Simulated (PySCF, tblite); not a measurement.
# C2H10B3N: geometry, infrared bands and NMR shifts

Aim: predict the infrared bands and NMR shifts of C2H10B3N (`BNBB(C)C`).

Computed with tblite 0.8.0 and PySCF 2.14.0, with density-fitted response routines of our own, on a single molecule in the gas phase. Atoms are numbered from 0 throughout.

**1. The molecule as given**

16 atoms, charge 0, multiplicity 1; geometry from: force field or distance geometry start.

Bonds of the start (Å): B0–N1 1.53, N1–B2 1.50, B2–B3 1.67, B3–C4 1.60, B3–C5 1.59, B0–H6 1.18, B0–H7 1.18, N1–H8 1.05, B2–H9 1.18, C4–H10 1.10, C4–H11 1.11, C4–H12 1.10, C5–H13 1.10, C5–H14 1.11, C5–H15 1.12.

**2. Geometry optimisation with GFN2-xTB**

The job: settings as JSON, then the geometry in Å.

```
{"job": {"kind": "relax", "xc": "GFN2-xTB", "basis": "xTB"}, "charge": 0, "multiplicity": 1}
B      2.687000    -0.440900     0.043300
N      1.586500    -0.223700     1.081400
B      0.571900     0.728300     0.509800
B     -0.849600     0.157100    -0.164900
C     -1.166400    -1.412000    -0.091900
C     -1.867600     1.163800    -0.849300
H      2.438300    -1.024100    -0.956200
H      3.759900     0.033500     0.202300
H      2.038300     0.260100     1.901300
H      0.818800     1.878900     0.393500
H     -1.207200    -1.743400     0.957300
H     -2.143500    -1.632400    -0.580600
H     -0.371600    -1.968300    -0.618800
H     -2.744300     0.624000    -1.242800
H     -1.356900     1.691200    -1.683700
H     -2.201300     1.916800    -0.090100
```

Run with:

```sh
$ OMP_NUM_THREADS=1 python probes_run.py task.json out
```

The driver reads the jobs from task.json and runs them one after another.

What it wrote:

```text
step      E/eV     max force
  0    -434.40808    3.235
  1    -434.67541    2.082
  2    -434.84749    1.748
  3    -434.90823    0.680
  4    -434.98016    0.703
  5    -435.02210    0.801
  6    -435.12323    0.785
  7    -435.19759    0.968
  8    -435.25744    0.831
  9    -435.32165    0.716
 10    -435.38217    0.928
 11    -435.46075    1.076
 12    -435.53677    0.742
 13    -435.59225    0.602
 14    -435.63071    0.593
 15    -435.66206    0.466
 16    -435.68950    0.474
 17    -435.71632    0.629
 18    -435.73375    0.531
 19    -435.75141    0.315
 20    -435.76608    0.330
 21    -435.78507    0.403
 22    -435.79927    0.366
 23    -435.81251    0.232
 24    -435.81966    0.224
 25    -435.82562    0.198
 26    -435.83242    0.212
 27    -435.83921    0.197
 28    -435.84474    0.181
 29    -435.85059    0.246
 30    -435.85828    0.291
 31    -435.86779    0.297
 32    -435.87901    0.218
 33    -435.88498    0.160
 34    -435.88948    0.180
 35    -435.89399    0.192
 36    -435.89918    0.187
 37    -435.90516    0.201
 38    -435.91140    0.157
 39    -435.91619    0.193
 40    -435.91948    0.141
 41    -435.92317    0.159
 42    -435.92680    0.138
 43    -435.92882    0.102
 44    -435.93059    0.131
 45    -435.93296    0.147
 46    -435.93621    0.154
 47    -435.93969    0.153
 48    -435.94280    0.171
 49    -435.94556    0.210
 50    -435.94833    0.160
 51    -435.95177    0.177
 52    -435.95553    0.100
 53    -435.95741    0.094
 54    -435.95911    0.118
 55    -435.96155    0.140
 56    -435.96439    0.178
 57    -435.96707    0.128
 58    -435.96943    0.134
 59    -435.97204    0.137
 60    -435.97571    0.175
 61    -435.98026    0.206
 62    -435.98531    0.165
 63    -435.98948    0.185
 64    -435.99338    0.160
 65    -435.99691    0.129
 66    -436.00303    0.142
 67    -436.00526    0.132
 68    -436.00713    0.106
 69    -436.00899    0.101
 70    -436.01044    0.088
 71    -436.01157    0.056
 72    -436.01226    0.081
 73    -436.01290    0.076
 74    -436.01369    0.080
 75    -436.01464    0.070
 76    -436.01541    0.054
 77    -436.01594    0.053
 78    -436.01664    0.058
 79    -436.01749    0.068
 80    -436.01850    0.091
 81    -436.01956    0.089
 82    -436.02064    0.089
 83    -436.02173    0.098
 84    -436.02286    0.096
 85    -436.02408    0.094
 86    -436.02541    0.080
 87    -436.02673    0.082
 88    -436.02774    0.080
 89    -436.02831    0.058
 90    -436.02860    0.036
 91    -436.02874    0.034
 92    -436.02885    0.020
 93    -436.02895    0.021
 94    -436.02904    0.025
 95    -436.02910    0.017
 96    -436.02917    0.018
 97    -436.02923    0.017
 98    -436.02928    0.018
 99    -436.02932    0.018
100    -436.02935    0.015
101    -436.02938    0.014
102    -436.02940    0.013
103    -436.02943    0.011
104    -436.02945    0.010
```

Run time: 0.37 s. Hardware: 1 thread of Intel Xeon 6975P-C, shared host.

The steps of the relaxation: (not every step is listed)

| step | energy from step 0 (eV) | largest force (eV/Å) |
| --- | --- | --- |
| 0 | 0.0000 | 3.2346 |
| 1 | -0.2673 | 2.0822 |
| 2 | -0.4394 | 1.7475 |
| 3 | -0.5002 | 0.6799 |
| 4 | -0.5721 | 0.7030 |
| 5 | -0.6140 | 0.8015 |
| 6 | -0.7151 | 0.7849 |
| 7 | -0.7895 | 0.9683 |
| 8 | -0.8494 | 0.8306 |
| 17 | -1.3082 | 0.6286 |
| 26 | -1.4243 | 0.2122 |
| 35 | -1.4859 | 0.1925 |
| 44 | -1.5225 | 0.1312 |
| 53 | -1.5493 | 0.0939 |
| 62 | -1.5772 | 0.1655 |
| 71 | -1.6035 | 0.0564 |
| 80 | -1.6104 | 0.0907 |
| 89 | -1.6202 | 0.0578 |
| 98 | -1.6212 | 0.0182 |
| 99 | -1.6212 | 0.0177 |
| 100 | -1.6213 | 0.0149 |
| 101 | -1.6213 | 0.0140 |
| 102 | -1.6213 | 0.0131 |
| 103 | -1.6214 | 0.0108 |
| 104 | -1.6214 | 0.0097 |

Distances of close pairs at the start and the end, largest changes first:

| bond | before (Å) | after (Å) | change (Å) |
| --- | --- | --- | --- |
| B0–N1 | 1.528 | 1.403 | -0.125 |
| N1–B2 | 1.504 | 1.425 | -0.079 |
| N1–H8 | 1.054 | 1.013 | -0.041 |
| C5–H15 | 1.120 | 1.091 | -0.029 |
| C4–H11 | 1.115 | 1.089 | -0.026 |
| C5–H14 | 1.111 | 1.088 | -0.023 |
| B3–C4 | 1.602 | 1.585 | -0.017 |
| B2–B3 | 1.674 | 1.657 | -0.017 |

The final coordinates are the input of the step that follows.

**3. Infrared spectrum with GFN2-xTB**

The job: settings as JSON, then the geometry in Å.

```
{"job": {"kind": "ir", "xc": "GFN2-xTB", "basis": "xTB"}, "charge": 0, "multiplicity": 1}
B      2.428048    -0.153174    -0.328863
N      1.818142     0.466862     0.772401
B      0.425407     0.613702     1.036307
B     -0.754741     0.046216     0.020838
C     -1.377577    -1.404537     0.164183
C     -1.365327     0.955449    -1.126767
H      1.752374    -0.622562    -1.160713
H      3.599282    -0.190170    -0.398575
H      2.446471     0.860402     1.461971
H      0.164525     1.184818     2.039863
H     -1.317582    -1.823237     1.166428
H     -2.411630    -1.470294    -0.170100
H     -0.800232    -2.067871    -0.481662
H     -1.881082     0.394068    -1.903326
H     -0.629359     1.599204    -1.604539
H     -2.104318     1.620069    -0.676946
```

What it wrote:

```text
mode    cm-1     km/mol
  1      48.3      0.76
  2      63.2      0.39
  3      96.0      2.64
  4     112.5      0.89
  5     120.3      2.94
  6     271.4      0.04
  7     293.9      0.39
  8     308.5      2.91
  9     312.7      2.06
 10     473.8      0.83
 11     621.2      1.71
 12     697.9     18.36
 13     708.7      6.40
 14     830.0     93.02
 15     857.9     31.57
 16     864.2    252.10
 17     869.7      7.23
 18     873.8      9.62
 19     915.9     14.68
 20     979.5     10.95
 21    1086.6     75.22
 22    1097.3    117.35
 23    1146.6      3.05
 24    1242.9     69.30
 25    1288.0     46.09
 26    1372.7     23.95
 27    1378.3     76.78
 28    1385.8    249.70
 29    1482.5      2.76
 30    1486.4      2.79
 31    1500.5      3.77
 32    1505.6      0.69
 33    2514.3    195.99
 34    2602.7    159.64
 35    2649.8    150.22
 36    2990.5      0.61
 37    2993.5     52.35
 38    3013.6     16.01
 39    3020.3     83.02
 40    3025.1     17.50
 41    3028.4     41.00
 42    3393.1      8.91
```

Wall time 0.28 s (1 thread of Intel Xeon 6975P-C, shared host).

The strongest bands and the atoms that carry them (share of the mass-weighted mode):

| cm⁻¹ | km/mol | atoms |
| --- | --- | --- |
| 830 | 93.0 | B3 24 %, H15 14 %, H10 12 %, H12 12 % |
| 864 | 252.1 | H7 34 %, B0 22 %, H6 18 %, H8 15 % |
| 1097 | 117.3 | B3 41 %, H9 11 % |
| 1386 | 249.7 | N1 36 %, B0 16 %, H8 13 % |
| 2514 | 196.0 | H9 92 % |
| 2603 | 159.6 | H7 85 % |
| 2650 | 150.2 | H6 82 % |
| 3020 | 83.0 | H13 49 %, H14 26 %, H11 16 % |

**4. Shielding tensors: PBE0/pcSseg-1**

Settings changed since step 3:

```diff
@@ -1,2 +1,2 @@
-{"job": {"kind": "ir", "xc": "GFN2-xTB", "basis": "xTB"}, "charge": 0, "multiplicity": 1}
+{"job": {"kind": "nmr", "xc": "PBE0", "basis": "pcSseg-1"}, "charge": 0, "multiplicity": 1}
 B      2.428048    -0.153174    -0.328863
```

Method: GIAO PBE0/pcSseg-1 NMR shielding, non-relativistic, gas phase.

What it wrote:

```text
coarse grid: 12696 points
cycle   1  E = -211.1811866712  dE =  3.114e-01  |g| = 4.916e-01  |ddm| = 3.322e+00
cycle   2  E = -211.1706198491  dE =  1.057e-02  |g| = 5.512e-01  |ddm| = 9.187e-01
cycle   3  E = -211.2458953351  dE = -7.528e-02  |g| = 6.098e-02  |ddm| = 4.823e-01
cycle   4  E = -211.2465799646  dE = -6.846e-04  |g| = 2.852e-02  |ddm| = 5.547e-02
cycle   5  E = -211.2467525275  dE = -1.726e-04  |g| = 5.619e-03  |ddm| = 2.223e-02
cycle   6  E = -211.2467613216  dE = -8.794e-06  |g| = 8.888e-04  |ddm| = 6.284e-03
final grid: 120752 points
cycle   7  E = -211.2739110163  dE = -4.013e-05  |g| = 8.623e-03  |ddm| = 2.747e-02
cycle   8  E = -211.2739037067  dE =  7.310e-06  |g| = 1.049e-02  |ddm| = 1.426e-02
cycle   9  E = -211.2739290688  dE = -2.536e-05  |g| = 1.105e-03  |ddm| = 7.457e-03
cycle  10  E = -211.2739293379  dE = -2.691e-07  |g| = 2.306e-04  |ddm| = 8.383e-04
cycle  11  E = -211.2739293499  dE = -1.204e-08  |g| = 4.886e-05  |ddm| = 2.278e-04
cycle  12  E = -211.2739293506  dE = -7.237e-10  |g| = 1.118e-05  |ddm| = 6.849e-05
converged SCF energy = -211.2739293506

GIAO shielding tensors (ppm)
atom      isotropic    diamagn.    paramagn.     s11        s22        s33       span
  0 B       49.870     197.556    -147.686      8.490     25.619    115.502    107.012
  1 N       72.345     318.953    -246.609    -88.405     58.301    247.138    335.543
  2 B       33.210     196.656    -163.446    -53.802     35.792    117.639    171.441
  3 B       -1.980     191.932    -193.912    -85.557    -49.346    128.962    214.520
  4 C      168.221     252.783     -84.563    143.490    175.192    185.981     42.490
  5 C      167.575     252.667     -85.092    144.402    174.364    183.958     39.556
  6 H       26.786      32.952      -6.167     23.436     27.542     29.379      5.943
  7 H       26.197      29.740      -3.543     24.785     26.803     27.003      2.218
  8 H       23.839      28.444      -4.605     21.399     24.050     26.069      4.669
  9 H       24.834      30.752      -5.918     20.099     26.853     27.550      7.451
 10 H       30.135      31.409      -1.274     26.822     28.885     34.697      7.875
 11 H       30.526      30.739      -0.213     27.113     29.561     34.904      7.790
 12 H       31.051      31.444      -0.393     27.561     29.191     36.402      8.841
 13 H       30.478      31.411      -0.933     27.610     29.598     34.226      6.616
 14 H       30.345      31.856      -1.512     27.102     29.039     34.893      7.791
 15 H       30.866      30.107       0.759     27.037     29.092     36.469      9.432
```

It took 15 s on 1 thread of Intel Xeon 6975P-C, shared host; peak memory 0.71 GiB.

The references, computed at this level on geometries of the same kind, shield at (ppm): 1H TMS 31.72, 13C TMS 186.9, 15N NH3 267.7, 11B BF3·OEt2 100.1. Their shielding less the atom's gives the shift. The references are single molecules in the gas phase, so shifts against H2O, NH3, PH3, H3PO4 or CFCl3 are not on the usual liquid scales and can be off by tens of ppm. Atoms listed in one row are averaged.

| atoms | environment | σ (ppm) | δ (ppm) | δ scaled to CDCl3 |
| --- | --- | --- | --- | --- |
| C4, C5 | methyl carbon bonded to B | 167.9 | 19.0 | 16.7 |
| H8 | hydrogen on a nitrogen bonded to 2 B | 23.84 | 7.88 | – |
| H9 | hydrogen on a boron bonded to B, N | 24.83 | 6.88 | – |
| H6, H7 | hydrogen on a boron bonded to N | 26.49 | 5.23 | – |
| H10, H11, H12, H13, H14, H15 | hydrogen on a methyl carbon bonded to B | 30.57 | 1.15 | 1.19 |
| B3 | boron bonded to 2 C, B | -2.0 | 102.0 | – |
| B2 | boron bonded to B, N, H | 33.2 | 66.9 | – |
| B0 | boron bonded to N, 2 H | 49.9 | 50.2 | – |
| N1 | nitrogen bonded to 2 B, H | 72.3 | 195.4 | – |

The scaled column applies a straight-line fit of computed shieldings to shifts measured in CDCl3 (root-mean-square error 0.16 ppm for H, 1.9 ppm for C).

The run also stored atomic charges by several schemes (e):

| atoms | Mulliken | IAO | Hirshfeld | ESP fit |
| --- | --- | --- | --- | --- |
| B0 | 0.15 | 0.05 | 0.14 | 0.20 |
| N1 | -0.51 | -0.40 | -0.20 | -0.32 |
| B2 | 0.24 | 0.06 | 0.11 | 0.01 |
| B3 | 0.14 | 0.21 | 0.15 | 0.64 |
| C4, C5 | -0.50 | -0.56 | -0.19 | -0.73 |

Mayer bond orders: B0–N1 1.27, N1–B2 1.16, B2–B3 1.02, B3–C4 1.04, B3–C5 1.04.

**5. Summary of results**

| quantity | value |
| --- | --- |
| strongest single infrared mode (GFN2-xTB) | 864 cm⁻¹, 252 km/mol |
| zero-point energy (GFN2-xTB) | 79.4 kcal/mol |
| 13C shifts against TMS (PBE0/pcSseg-1, means over atoms taken as alike) | 19.0 ppm |
| 1H shifts against TMS (PBE0/pcSseg-1, means over atoms taken as alike) | 7.88, 6.88, 5.23, 1.15 ppm |
| 11B shifts against BF3·OEt2 (PBE0/pcSseg-1) | 102.0, 66.9, 50.2 ppm |
| 15N shifts against NH3 (PBE0/pcSseg-1) | 195.4 ppm |

In words: Relaxing lowered the energy by 1.621 eV in 104 steps; the close pair that moved most is B0–N1, from 1.528 to 1.403 Å. No mode is imaginary among the 42: a minimum at this level. The strongest single mode, at 864 cm⁻¹, is spread over several atoms, H7, B0, H6, H8 among them. Unscaled tight-binding wavenumbers are off by several per cent, some by more. Its intensities can rank the bands wrongly. At PBE0/pcSseg-1: The widest tensor belongs to N1: span 336 ppm, with a paramagnetic part of -247 ppm.
